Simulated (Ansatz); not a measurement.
**GaH6NSiTe: one species, many methods**

Aim: compute GaH6NSiTe with functionals from several rungs and with coupled cluster, and see how far each lands from CCSD(T) at the basis-set limit for the atomisation energy.

Method: functionals in def2-TZVPP, the program's frozen cores in correlated methods; program: Ansatz 0.2.0, Gaussian basis.

Levels to be run: LDA (SPW92), PBE-D4, revPBE-D4, BLYP-D4, r2SCAN-D4, B97M-V, PBE0-D4, B3LYP-D4, r2SCANh-D4, r2SCAN0-D4, HSE06-D4, BHLYP-D4, CAM-B3LYP-D4, LC-ωPBE, ωB97X-V, ωB97M-V, B2PLYP, PBE-QIDH; CCSD(T)/def2-SVP; CCSD(T)/def2-TZVPP; MP2/def2-QZVPP; extrapolation to the limit; RPA on PBE.

## 1. The geometry

An earlier PBE0-D4 in a triple-zeta def2 set relaxation fixed the geometry. Te takes the def2 core potential; no spin-orbit term is included.

10 atoms, charge 0, spin multiplicity 1.

Atoms are counted from 1 here; the program's logs count them from 0.

Bond lengths: N1–Si2 1.703 Å, N1–H5 1.007 Å, N1–H6 1.006 Å, Si2–Ga3 2.362 Å, Si2–Te4 2.695 Å, Si2–H7 1.485 Å, Ga3–H8 1.566 Å, Ga3–H9 1.559 Å, Te4–H10 1.657 Å. Angles: Si2–N1–H5 122.7°, Si2–N1–H6 121.0°, H5–N1–H6 112.4°, N1–Si2–Ga3 124.2°, N1–Si2–Te4 113.5°, N1–Si2–H7 107.9°, Ga3–Si2–Te4 69.0°, Ga3–Si2–H7 127.0°, Te4–Si2–H7 100.2°, Si2–Ga3–H8 114.5°, Si2–Ga3–H9 119.2°, H8–Ga3–H9 126.0°, Si2–Te4–H10 90.5°.

## 2. LDA

This LDA is Slater exchange with PW92 correlation.

in.yaml

```yaml
crystal:
  periodic: [false, false, false]
  atoms:
    - {symbol: N, position_ang: [-1.678656, 1.160674, -0.361839]}
    - {symbol: Si, position_ang: [-0.513138, -0.065503, -0.556678]}
    - {symbol: Ga, position_ang: [0.473179, -1.256775, 1.228395]}
    - {symbol: Te, position_ang: [2.011313, 0.768995, -0.117650]}
    - {symbol: H, position_ang: [-1.825826, 1.884543, -1.046257]}
    - {symbol: H, position_ang: [-2.000949, 1.427825, 0.553209]}
    - {symbol: H, position_ang: [-0.434127, -0.395673, -2.002318]}
    - {symbol: H, position_ang: [0.232302, -0.626554, 2.641067]}
    - {symbol: H, position_ang: [1.162242, -2.625178, 0.939982]}
    - {symbol: H, position_ang: [2.573669, -0.272363, -1.277912]}
basis:
  gaussian: {orbitals: def2-TZVPP}
hamiltonian: {xc: lda}
output: {orbitals: {seedname: orbitals}}
```

Run with:

```bash
$ ansatz run in.yaml --threads 4 --pin off --events-out ev --progress --plain --max-ram 10444MiB
```

After this run come: PBE-D4 (GGA); revPBE-D4 (GGA); BLYP-D4 (GGA); r2SCAN-D4 (meta-GGA); B97M-V (meta-GGA); B3LYP-D4 (hybrid); r2SCANh-D4 (hybrid); r2SCAN0-D4 (hybrid); HSE06-D4 (hybrid); BHLYP-D4 (hybrid); CAM-B3LYP-D4 (range-separated); LC-ωPBE (range-separated); ωB97X-V (range-separated); ωB97M-V (range-separated); B2PLYP (double hybrid); PBE-QIDH (double hybrid); CCSD(T) in def2-SVP; CCSD(T) in def2-TZVPP; MP2 in def2-QZVPP; RPA on PBE orbitals.

**Question.** What will the summary of the whole plan be? Wanted: atomisation energy, CCSD(T)/CBS; farthest beyond LDA; mean size of error, GGA; mean size of error, meta-GGA; mean size of error, hybrid; mean size of error, range-separated; mean size of error, double hybrid; gap, smallest and largest; T1 diagnostic.

As calculated:

| quantity | value |
| --- | --- |
| atomisation energy, CCSD(T)/CBS | 664.3 kcal/mol |
| functionals within 6.6 kcal/mol (1.0 %) | PBE-D4, r2SCAN-D4, B97M-V, ωB97X-V |
| farthest beyond LDA | BHLYP-D4 (-23.3 kcal/mol) |
| mean size of error, GGA | 10.1 kcal/mol |
| mean size of error, meta-GGA | 3.9 kcal/mol |
| mean size of error, hybrid | 13.0 kcal/mol |
| mean size of error, range-separated | 8.8 kcal/mol |
| mean size of error, double hybrid | 17.3 kcal/mol |
| gap, smallest and largest | 3.92 eV (BLYP-D4), 9.94 eV (LC-ωPBE) |
| T1 diagnostic | 0.0129 |
| triples share of the correlation energy | 3.4 % |

What this shows: LDA overbinds by 89.8 kcal/mol (14 %). PBE-D4 is off by -1.5 kcal/mol. Double hybrids carry the basis error of their MP2 part in triple zeta, and no dispersion term here, so their miss is partly the set-up's. Taken by rung, meta-GGA functionals do best (3.9 kcal/mol on average) and double hybrid ones worst beyond LDA (17.3 kcal/mol). hybrid functionals lie within the reference's doubt of that worst mean (13.0 kcal/mol), so those two tie. The reference freezes the cores and leaves out spin-orbit coupling and excitations past (T), and its outer-core shells are covered unevenly, so misses under about 6.6 kcal/mol can't be ranked. All levels share the lack of spin-orbit coupling, which lowers the free heavy atoms and so the true binding. Hartree-Fock recovers 67 % of the binding; the rest is correlation. CCSD(T) in def2-SVP is off by -63.7 kcal/mol, so the small basis spoils what the method gains. The gap grows from 3.9 to 9.9 eV across the functionals, mostly with the share of exact exchange. Correlated methods include outer-core shells of Ga, Te, which these sets cover unevenly.
